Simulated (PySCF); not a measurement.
# Sn(vinyl)(NCO)3: geometry, NMR shifts and electronic excitations

Wanted: the NMR shifts and electronic excitations of Sn(vinyl)(NCO)3 (`C=[CH][Sn]([N]=C=O)([N]=C=O)[N]=C=O`), by calculation.

Programs: PySCF 2.14.0, with density-fitted response routines of our own. Each step states its level of theory. These are calculated values for one molecule in the gas phase, unless marked as measured. Atoms are numbered from 0 throughout.

### Step 1. The starting structure

15 atoms, charge 0, multiplicity 1; geometry from: GFN2-xTB. The atoms were then displaced at random by about 0.03 Å, so the start is not that level's minimum.

Bonds of the start (Å): Sn0–C1 2.12, Sn0–N6 1.97, Sn0–N9 2.07, Sn0–N12 2.03, C1–C2 1.27, C1–H3 0.97, C2–H4 1.13, C2–H5 1.09, N6–C7 1.22, C7–O8 1.07, N9–C10 1.20, C10–O11 1.15, N12–C13 1.16, C13–O14 1.18.

### Step 2. Geometry optimisation at PBE0-D3(BJ)/def2-SVP

Job settings and geometry (Å):

```
{"job": {"xc": "PBE0", "basis": "def2-SVP", "d3": "d3bj", "grid": 1, "maxiter": 40, "shake": 0.03, "kind": "geom"}, "charge": 0, "multiplicity": 1}
Sn    -0.155880    -0.022990     0.009370
C     -0.414670    -0.137770     2.105610
C      0.568390    -0.368390     2.873060
H     -1.307820     0.003750     2.463640
H      1.625980    -0.501410     2.496770
H      0.481750    -0.429910     3.961180
N      1.717550    -0.175960    -0.567670
C      2.612190    -0.233770    -1.388520
O      3.470180    -0.324350    -2.017340
N     -0.858160     1.818980    -0.630790
C     -1.173800     2.646920    -1.437940
O     -1.437620     3.515920    -2.150340
N     -1.404420    -1.262130    -1.010390
C     -1.703930    -1.943530    -1.896530
O     -2.052510    -2.661460    -2.766110
```

On the command line:

```
> OMP_NUM_THREADS=1 python probes_run.py task.json out
```

This one command runs all jobs of the session in turn.

Output:

```text
step   0  E = -795.49092332  max force = 0.221287
step   1  E = -795.53906293  max force = 0.059639
step   2  E = -795.54121301  max force = 0.013917
step   3  E = -795.54235854  max force = 0.004763
step   4  E = -795.54252692  max force = 0.003022
step   5  E = -795.54262221  max force = 0.001421
step   6  E = -795.54269638  max force = 0.001982
step   7  E = -795.54272070  max force = 0.001776
step   8  E = -795.54272966  max force = 0.001556
step   9  E = -795.54276533  max force = 0.001456
step  10  E = -795.54280999  max force = 0.001196
step  11  E = -795.54283617  max force = 0.000808
step  12  E = -795.54284686  max force = 0.000438
optimisation converged
```

It took 15 min on 1 thread of Intel Xeon at 2.50GHz, shared host; peak memory 0.92 GiB.

Along the way:

```
step  energy from step 0 (eV)  largest force component (eV/Å)
   0                   0.0000                         11.3790
   1                  -1.3099                          3.0668
   2                  -1.3685                          0.7156
   3                  -1.3996                          0.2449
   4                  -1.4042                          0.1554
   5                  -1.4068                          0.0731
   6                  -1.4088                          0.1019
   7                  -1.4095                          0.0913
   8                  -1.4097                          0.0800
   9                  -1.4107                          0.0749
  10                  -1.4119                          0.0615
  11                  -1.4126                          0.0415
  12                  -1.4129                          0.0225
```

Close pairs (by a distance rule), those that changed most:

```
   bond  before (Å)  after (Å)  change (Å)
  C1–H3       0.973      1.094      +0.122
  C7–O8       1.068      1.166      +0.099
 Sn0–N9       2.073      2.006      -0.067
  C1–C2       1.268      1.334      +0.066
N12–C13       1.157      1.205      +0.048
 Sn0–N6       1.966      2.014      +0.047
  C2–H4       1.130      1.096      -0.035
Sn0–N12       2.033      2.006      -0.027
```

The end geometry stands in the next job.

```
                         at the end point                value
  point group (found at 0.08 Å tolerance)                   C1
rotational constants (GHz, main isotopes)  0.548, 0.509, 0.477
                        dipole moment (D)                 5.37
```

### Step 3. Nuclear shieldings: PBE0/def2-TZVP+pcSseg-1

Job settings and geometry (Å):

```
{"job": {"kind": "nmr", "xc": "PBE0", "basis": {"default": "pcSseg-1", "Sn": "def2-TZVP"}}, "charge": 0, "multiplicity": 1}
Sn    -0.301954     0.051708     0.097231
C     -0.317159    -0.195470     2.176134
C      0.834866    -0.413567     2.812739
H     -1.270422    -0.128954     2.709560
H      1.791417    -0.478307     2.282652
H      0.865471    -0.535912     3.901193
N      1.608387    -0.157806    -0.503841
C      2.378072    -0.122737    -1.433539
O      3.171709    -0.105947    -2.288034
N     -0.947910     1.858945    -0.485132
C     -1.301495     2.595774    -1.371820
O     -1.653718     3.354629    -2.184908
N     -1.419218    -1.263988    -0.925405
C     -1.616481    -1.933437    -1.907891
O     -1.854336    -2.601029    -2.834941
```

Method: GIAO PBE0/pcSseg-1 Sn:def2-TZVP NMR shielding, scalar relativity only through core potentials, gas phase.

Output:

```text
coarse grid: 72248 points
cycle   1  E = -793.8432821893  dE = -3.286e+01  |g| = 3.137e+00  |ddm| = 3.169e+01
cycle   2  E = -777.8305032255  dE =  1.601e+01  |g| = 9.948e+00  |ddm| = 1.517e+01
cycle   3  E = -795.6747394894  dE = -1.784e+01  |g| = 1.172e+00  |ddm| = 1.292e+01
cycle   4  E = -795.7500342817  dE = -7.529e-02  |g| = 9.781e-01  |ddm| = 1.091e+00
cycle   5  E = -795.9253155352  dE = -1.753e-01  |g| = 1.740e-01  |ddm| = 6.050e-01
cycle   6  E = -795.9287728971  dE = -3.457e-03  |g| = 1.067e-01  |ddm| = 1.886e-01
cycle   7  E = -795.9311712675  dE = -2.398e-03  |g| = 1.876e-02  |ddm| = 6.915e-02
cycle   8  E = -795.9312393267  dE = -6.806e-05  |g| = 5.080e-03  |ddm| = 1.563e-02
cycle   9  E = -795.9312441776  dE = -4.851e-06  |g| = 2.839e-03  |ddm| = 5.824e-03
final grid: 152800 points
cycle  10  E = -795.9312710574  dE =  5.530e-06  |g| = 5.748e-03  |ddm| = 6.328e-03
cycle  11  E = -795.9312445652  dE =  2.649e-05  |g| = 1.245e-02  |ddm| = 1.193e-02
cycle  12  E = -795.9312782279  dE = -3.366e-05  |g| = 1.163e-03  |ddm| = 7.969e-03
cycle  13  E = -795.9312785136  dE = -2.857e-07  |g| = 1.316e-04  |ddm| = 8.768e-04
cycle  14  E = -795.9312785175  dE = -3.937e-09  |g| = 1.467e-05  |ddm| = 1.103e-04
cycle  15  E = -795.9312785176  dE = -1.637e-11  |g| = 1.117e-05  |ddm| = 1.521e-05
converged SCF energy = -795.9312785176

GIAO shielding tensors (ppm)
atom      isotropic    diamagn.    paramagn.     s11        s22        s33       span
  0 Sn         nan         nan         nan        nan        nan        nan        nan
  1 C       53.574     257.662    -204.088    -51.243     54.153    157.811    209.054
  2 C       31.582     253.482    -221.900    -98.027     27.544    165.230    263.258
  3 H       25.134      28.230      -3.096     22.561     24.021     28.820      6.258
  4 H       24.559      30.263      -5.704     20.618     21.862     31.196     10.578
  5 H       24.369      25.479      -1.110     21.413     23.397     28.296      6.883
  6 N      222.167     334.104    -111.937    151.785    184.126    330.589    178.804
  7 C       51.360     261.930    -210.570    -67.345    -58.285    279.709    347.054
  8 O      186.233     401.169    -214.936     68.722    104.315    385.661    316.939
  9 N      218.149     331.897    -113.748    153.739    170.132    330.575    176.836
 10 C       53.634     261.142    -207.507    -62.060    -57.711    280.674    342.733
 11 O      189.303     400.381    -211.078     78.439    103.046    386.424    307.985
 12 N      218.409     332.432    -114.023    154.137    169.608    331.482    177.345
 13 C       53.990     261.774    -207.784    -61.415    -56.737    280.122    341.537
 14 O      190.059     400.718    -210.660     79.079    106.104    384.994    305.915
```

Run time: 3.3 min. Hardware: 1 thread of Intel Xeon at 2.50GHz, shared host; peak memory 1.5 GiB.

Shifts follow as δ = σ(reference) − σ, with reference shieldings (ppm) from runs at the same level and on the same kind of geometry: 1H TMS 31.27, 13C TMS 184.4, 15N NH3 265.7, 17O H2O 334.6. The references are single molecules in the gas phase, so shifts against H2O, NH3, PH3, H3PO4 or CFCl3 are not on the usual liquid scales and can be off by tens of ppm. Atoms listed in one row are averaged.

```
       atoms                           environment  σ (ppm)  δ (ppm)
          C2               carbon bonded to C, 2 H     31.6    152.8
C7, C10, C13                 carbon bonded to N, O     53.0    131.4
          C1             carbon bonded to C, Sn, H     53.6    130.8
      H4, H5      hydrogen on a carbon bonded to C    24.46     6.80
          H3  hydrogen on a carbon bonded to C, Sn    25.13     6.13
 N6, N9, N12              nitrogen bonded to C, Sn    219.6     46.1
O8, O11, O14                    oxygen bonded to C    188.5    146.0
```

Atoms past Kr carry core potentials, so their printed shieldings have no meaning and are left out of the table.

The run also stored atomic charges by several schemes (e):

```
       atoms  Mulliken  ESP fit
         Sn0      1.48     1.25
          C1     -0.47    -0.42
          C2     -0.10    -0.23
 N6, N9, N12     -0.74    -0.70
C7, C10, C13      0.61     0.71
O8, O11, O14     -0.33    -0.40
```

Mayer bond orders: Sn0–C1 0.94, Sn0–N6 0.70, Sn0–N9 0.74, Sn0–N12 0.73, C1–C2 1.94, N6–C7 1.97, C7–O8 2.05, N9–C10 1.96, C10–O11 2.05, N12–C13 1.96, C13–O14 2.05.

With diffuse functions Mulliken charges and Mayer bond orders lose their meaning; the other schemes are steadier.

The fields below are evaluated on a grid from the run's orbitals.

Frontier orbitals at PBE0/def2-TZVP+pcSseg-1, with the share of their density that lies nearest to each atom:

```
orbital  energy (eV)                                                      lies on
   HOMO        -8.76    N9, N12 about 24 % each; O11, O14 about 15 % each; N6 9 %
   LUMO        -1.64  C1, C2 about 26 % each; Sn0 13 %; H3, H4, H5 about 6 % each
```

ELF in a plane through or near 4 of the atoms.

Values, 10 rows by 14 columns:
```
0.00 0.00 0.00 0.00 0.00 0.00 0.00 0.00 0.00 0.00 0.00 0.00 0.00 0.00
0.00 0.00 0.00 0.00 0.00 0.00 0.00 0.00 0.00 0.00 0.00 0.00 0.00 0.00
0.00 0.00 0.00 0.00 0.00 0.00 0.01 0.02 0.01 0.00 0.00 0.00 0.00 0.00
0.00 0.00 0.00 0.01 0.10 0.01 0.55 0.55 0.12 0.00 0.00 0.00 0.00 0.00
0.00 0.00 0.15 0.33 0.90 0.03 0.16 0.26 0.08 0.01 0.00 0.00 0.00 0.00
0.00 0.02 0.99 0.99 0.48 0.63 0.29 0.33 0.14 0.02 0.00 0.00 0.00 0.00
0.00 0.00 0.05 0.03 0.53 0.63 0.33 0.17 0.46 0.09 0.00 0.00 0.00 0.00
0.00 0.00 0.00 0.00 0.12 0.09 0.00 0.15 0.30 0.02 0.00 0.00 0.00 0.00
0.00 0.00 0.00 0.00 0.00 0.00 0.00 0.00 0.00 0.00 0.00 0.00 0.00 0.00
0.00 0.00 0.00 0.00 0.00 0.00 0.00 0.00 0.00 0.00 0.00 0.00 0.00 0.00
```
The map spans 13.2 Å across and 11.7 Å up, centred on the molecule. Atoms in the plane (x, y in Å): Sn0 (0.0, -0.3), C1 (-2.0, -0.8), C2 (-3.0, 0.0), H5 (-4.0, -0.3).

On the surface of density 0.002 e/bohr³ the electrostatic potential runs, from the 1st to the 99th percentile, from -1.05 V near O14 to 2.14 V near Sn0.

### Step 4. Ultraviolet spectrum: B3LYP/def2-SVPD

Same as in step 3 but for these lines:

```diff
@@ -1,2 +1,2 @@
-{"job": {"kind": "nmr", "xc": "PBE0", "basis": {"default": "pcSseg-1", "Sn": "def2-TZVP"}}, "charge": 0, "multiplicity": 1}
+{"job": {"kind": "uv", "xc": "B3LYP", "basis": "def2-SVPD", "ip": true, "nstates": 10}, "charge": 0, "multiplicity": 1}
 Sn    -0.301954     0.051708     0.097231
```

Method: TDDFT B3LYP/def2-SVPD, vertical, gas phase, core orbitals frozen in the response.

Output:

```text
coarse grid: 72248 points
cycle   1  E = -793.2413337368  dE = -1.920e+01  |g| = 3.526e+00  |ddm| = 2.425e+01
cycle   2  E = -730.2957036351  dE =  6.295e+01  |g| = 1.201e+01  |ddm| = 2.965e+02
cycle   3  E = -795.9661504430  dE = -6.567e+01  |g| = 1.251e+00  |ddm| = 2.989e+02
cycle   4  E = -795.7450633028  dE =  2.211e-01  |g| = 1.655e+00  |ddm| = 4.133e+00
cycle   5  E = -796.2516420467  dE = -5.066e-01  |g| = 3.436e-01  |ddm| = 1.571e+00
cycle   6  E = -796.2735534535  dE = -2.191e-02  |g| = 1.206e-01  |ddm| = 6.663e-01
cycle   7  E = -796.2763375604  dE = -2.784e-03  |g| = 4.237e-02  |ddm| = 2.700e-01
cycle   8  E = -796.2766771397  dE = -3.396e-04  |g| = 1.837e-02  |ddm| = 7.018e-02
cycle   9  E = -796.2767457943  dE = -6.865e-05  |g| = 5.880e-03  |ddm| = 2.451e-02
cycle  10  E = -796.2767520150  dE = -6.221e-06  |g| = 2.249e-03  |ddm| = 7.098e-03
final grid: 152800 points
cycle  11  E = -796.2767456597  dE =  3.945e-06  |g| = 4.708e-03  |ddm| = 1.396e-02
cycle  12  E = -796.2767254595  dE =  2.020e-05  |g| = 1.057e-02  |ddm| = 1.740e-02
cycle  13  E = -796.2767506300  dE = -2.517e-05  |g| = 1.034e-03  |ddm| = 1.125e-02
cycle  14  E = -796.2767508777  dE = -2.477e-07  |g| = 1.008e-04  |ddm| = 1.277e-03
cycle  15  E = -796.2767508803  dE = -2.562e-09  |g| = 1.305e-05  |ddm| = 1.878e-04
cycle  16  E = -796.2767508803  dE = -3.183e-11  |g| = 8.384e-06  |ddm| = 2.565e-05
converged SCF energy = -796.2767508803

Static polarisability (au): isotropic 121.099, principal 106.911 114.894 141.492

Singlet excitations
state   eV       nm        f      main configurations
  1   5.6832    218.2   0.00352   H->L+1 0.86, H->L 0.09
  2   5.8333    212.5   0.03145   H-1->L+1 0.65, H-1->L 0.13, H->L 0.12
  3   5.9074    209.9   0.02553   H-2->L+1 0.51, H->L 0.27
  4   5.9830    207.2   0.03847   H->L 0.38, H-2->L+1 0.30, H-3->L+1 0.14
  5   6.0055    206.5   0.00782   H-2->L 0.45, H-1->L 0.44
  6   6.0285    205.7   0.01071   H-2->L 0.45, H-1->L 0.35, H-1->L+1 0.08
  7   6.1420    201.9   0.02646   H-3->L+1 0.65, H-3->L 0.11
  8   6.1950    200.1   0.01924   H-4->L+1 0.81
  9   6.3828    194.2   0.01784   H-4->L 0.57, H-3->L 0.26
 10   6.4087    193.5   0.01463   H-3->L 0.48, H-4->L 0.24, H-5->L 0.14

Triplet excitations (Tamm-Dancoff, eV): 4.3865 5.3865 5.4026 5.4312
Vertical ionisation energy (delta-SCF) = 10.3048 eV
Vertical electron affinity (delta-SCF) = 0.2173 eV
```

It took 27 min on 1 thread of Intel Xeon at 2.50GHz, shared host; peak memory 1.5 GiB.

The orbitals next to the gap, with their largest atomic shares:

```
orbital     eV                        atoms
 HOMO−3  -8.98    N6 17 %, O8 12 %, N9 12 %
 HOMO−2  -8.66   N6 23 %, O8 15 %, N12 14 %
 HOMO−1  -8.62   N12 18 %, N9 17 %, N6 14 %
   HOMO  -8.56  N12 21 %, N9 19 %, O14 14 %
   LUMO  -1.92   C2 36 %, C1 31 %, Sn0 11 %
 LUMO+1  -1.82   Sn0 22 %, N9 13 %, C1 12 %
 LUMO+2  -0.60   Sn0 34 %, C10 10 %, N9 9 %
```

With each of the 10 states as a Gaussian band of 0.4 eV half-width at 1/e, the curve within the window shown has maxima at 206 nm (ε 6,500) L/(mol cm). Beyond the last state computed it falls off for lack of states. The curve at chosen wavelengths:

nm, ε (L/mol/cm) and a bar:
```
      185       1129 #####
      187       1609 #######
      190       2498 ###########
      192       3174 ##############
      194       3881 ##################
      197       4912 #######################
      199       5517 #########################
      202       6196 #############################
      204       6446 ##############################
      206       6513 ##############################
      209       6267 #############################
      211       5898 ###########################
      213       5402 #########################
      216       4506 #####################
      218       3869 ##################
      220       3242 ###############
      223       2382 ###########
      225       1886 ########
      227       1463 ######
      230        964 ####
      232        713 ###
      235        439 ##
      237        312 #
      239        218 #
      242        124 
      244         84
```

Leading natural transition orbitals of singlet state 4: the hole lies on N9 45 %; O11 27 %; N6 7 %; the particle on Sn0 22 %; C1, C2 about 15 % each; N9 10 %.

Leading natural transition orbitals of singlet state 1: the hole lies on N9, N12 about 21 % each; N6 16 %; O11, O14 about 12 % each; the particle on Sn0 31 %; N6, N9, N12 about 9 % each; C1, C7, C13 about 7 % each.

Further results of this job:

```
           property  computed
  dipole moment (D)      5.95
polarisability (Å³)     17.95
 HOMO–LUMO gap (eV)      6.64
      −ε(HOMO) (eV)      8.56
```

### Step 5. Shielding tensors: B3LYP/def2-TZVP+pcSseg-1

Same as in step 4 but for these lines:

```diff
@@ -1,2 +1,2 @@
-{"job": {"kind": "uv", "xc": "B3LYP", "basis": "def2-SVPD", "ip": true, "nstates": 10}, "charge": 0, "multiplicity": 1}
+{"job": {"kind": "nmr", "xc": "B3LYP", "basis": {"default": "pcSseg-1", "Sn": "def2-TZVP"}, "pop": false}, "charge": 0, "multiplicity": 1}
 Sn    -0.301954     0.051708     0.097231
```

Level: GIAO B3LYP/pcSseg-1 Sn:def2-TZVP NMR shielding, scalar relativity only through core potentials, gas phase.

Output:

```text
coarse grid: 72248 points
cycle   1  E = -794.4559997001  dE = -3.272e+01  |g| = 3.224e+00  |ddm| = 3.158e+01
cycle   2  E = -770.9432880471  dE =  2.351e+01  |g| = 1.180e+01  |ddm| = 1.639e+01
cycle   3  E = -796.1929383309  dE = -2.525e+01  |g| = 1.531e+00  |ddm| = 1.406e+01
cycle   4  E = -796.4869039342  dE = -2.940e-01  |g| = 9.589e-01  |ddm| = 1.301e+00
cycle   5  E = -796.6464784257  dE = -1.596e-01  |g| = 2.108e-01  |ddm| = 6.649e-01
cycle   6  E = -796.6468118863  dE = -3.335e-04  |g| = 1.953e-01  |ddm| = 2.507e-01
cycle   7  E = -796.6547538027  dE = -7.942e-03  |g| = 2.511e-02  |ddm| = 1.194e-01
cycle   8  E = -796.6548889173  dE = -1.351e-04  |g| = 4.748e-03  |ddm| = 2.118e-02
cycle   9  E = -796.6548928087  dE = -3.891e-06  |g| = 2.531e-03  |ddm| = 5.154e-03
final grid: 152800 points
cycle  10  E = -796.6548962572  dE =  5.226e-06  |g| = 5.643e-03  |ddm| = 5.248e-03
cycle  11  E = -796.6548638662  dE =  3.239e-05  |g| = 1.385e-02  |ddm| = 1.145e-02
cycle  12  E = -796.6549026668  dE = -3.880e-05  |g| = 1.176e-03  |ddm| = 8.139e-03
cycle  13  E = -796.6549029709  dE = -3.040e-07  |g| = 1.430e-04  |ddm| = 8.089e-04
cycle  14  E = -796.6549029757  dE = -4.852e-09  |g| = 2.224e-05  |ddm| = 1.282e-04
cycle  15  E = -796.6549029758  dE = -7.549e-11  |g| = 1.089e-05  |ddm| = 1.965e-05
converged SCF energy = -796.6549029758

GIAO shielding tensors (ppm)
atom      isotropic    diamagn.    paramagn.     s11        s22        s33       span
  0 Sn         nan         nan         nan        nan        nan        nan        nan
  1 C       46.954     257.635    -210.681    -57.720     47.668    150.914    208.634
  2 C       27.470     252.879    -225.409   -101.878     24.694    159.595    261.473
  3 H       25.349      28.381      -3.032     22.869     24.098     29.079      6.210
  4 H       24.824      30.772      -5.948     20.989     22.143     31.341     10.353
  5 H       24.646      25.470      -0.825     21.778     23.673     28.487      6.709
  6 N      218.522     334.117    -115.595    146.892    179.750    328.926    182.034
  7 C       47.338     261.920    -214.582    -73.003    -63.932    278.950    351.953
  8 O      184.617     402.343    -217.726     66.921    102.977    383.954    317.033
  9 N      214.074     331.707    -117.633    148.648    164.878    328.696    180.048
 10 C       49.682     261.084    -211.402    -67.581    -63.333    279.959    347.540
 11 O      187.656     401.515    -213.858     76.676    101.634    384.659    307.983
 12 N      214.371     332.186    -117.815    148.981    164.457    329.675    180.694
 13 C       50.035     261.724    -211.689    -66.933    -62.343    279.380    346.313
 14 O      188.444     401.855    -213.411     77.283    104.847    383.203    305.921
```

It took 2.5 min on 1 thread of Intel Xeon at 2.50GHz, shared host; peak memory 1.4 GiB.

This run: δ C2 151.8, C1 132.3, C7 130.2, N6 47.9, H4 6.65, H3 6.03 ppm (means over like atoms).

### Step 6. Run by run: NMR shifts

Shifts (ppm), means over like atoms, with basis size and wall time:

```
                     run     C2     C7     C1    H4    H3    N6     O8  functions     time
 PBE0/def2-TZVP+pcSseg-1  152.8  131.4  130.8  6.80  6.13  46.1  146.0        252  3.3 min
B3LYP/def2-TZVP+pcSseg-1  151.8  130.2  132.3  6.65  6.03  47.9  147.1        252  2.5 min
```

### Step 7. Results

```
                                                                         quantity                        value
                                                                      point group                           C1
                                             rotational constants (main isotopes)         0.55, 0.51, 0.48 GHz
13C shifts against TMS (PBE0/def2-TZVP+pcSseg-1, means over atoms taken as alike)      152.8, 131.4, 130.8 ppm
 1H shifts against TMS (PBE0/def2-TZVP+pcSseg-1, means over atoms taken as alike)               6.80, 6.13 ppm
15N shifts against NH3 (PBE0/def2-TZVP+pcSseg-1, means over atoms taken as alike)                     46.1 ppm
17O shifts against H2O (PBE0/def2-TZVP+pcSseg-1, means over atoms taken as alike)                    146.0 ppm
                                            surface potential, 1st and 99th percentile           -1.05 V and 2.14 V
                                                 lowest singlet (B3LYP/def2-SVPD)  5.68 eV (218 nm), f = 0.004
                                         brightest single state of those computed  state 4, 5.98 eV, f = 0.038
                                                                   lowest triplet                      4.39 eV
                                                vertical ionisation energy (ΔSCF)                     10.30 eV
                                                vertical electron affinity (ΔSCF)                      0.22 eV
                                                         range of the shift of N6             46.1 to 47.9 ppm
```

**Reading.** The start was shaken at random, so part of the energy gained undoes that. Relaxing lowered the energy by 1.413 eV in 12 steps; the close pair that moved most is C1–H3, from 0.973 to 1.094 Å. At PBE0/def2-TZVP+pcSseg-1: The widest tensor belongs to C7, C10, C13: span 344 ppm, with a paramagnetic part of -209 ppm. By nearest atom (PBE0/def2-TZVP+pcSseg-1), the HOMO sits on N9, N12 about 24 % each; O11, O14 about 15 % each and the LUMO on C1, C2 about 26 % each; Sn0 13 %. The lowest singlet, at 5.68 eV, is HOMO→LUMO+1 0.86, HOMO→LUMO 0.09 and is weak; of the 10 states computed, the strongest absorption comes from states 4 to 6 together at 5.98 eV. The lowest triplet lies 1.30 eV below the lowest singlet (triplets in Tamm-Dancoff, singlets in full TDDFT). Spin-orbit coupling, left out, mixes singlets and triplets in elements this heavy. ΔSCF puts the ionisation energy at 10.30 eV, 1.75 eV above −ε(HOMO). In ppm, N6 (with its like atoms) moves most: its shift spreads over 1.8 ppm, from 46.1 (PBE0/def2-TZVP+pcSseg-1) to 47.9 (B3LYP/def2-TZVP+pcSseg-1). Spin-orbit coupling is left out, which matters for shieldings and couplings at and beside the heavy atoms.
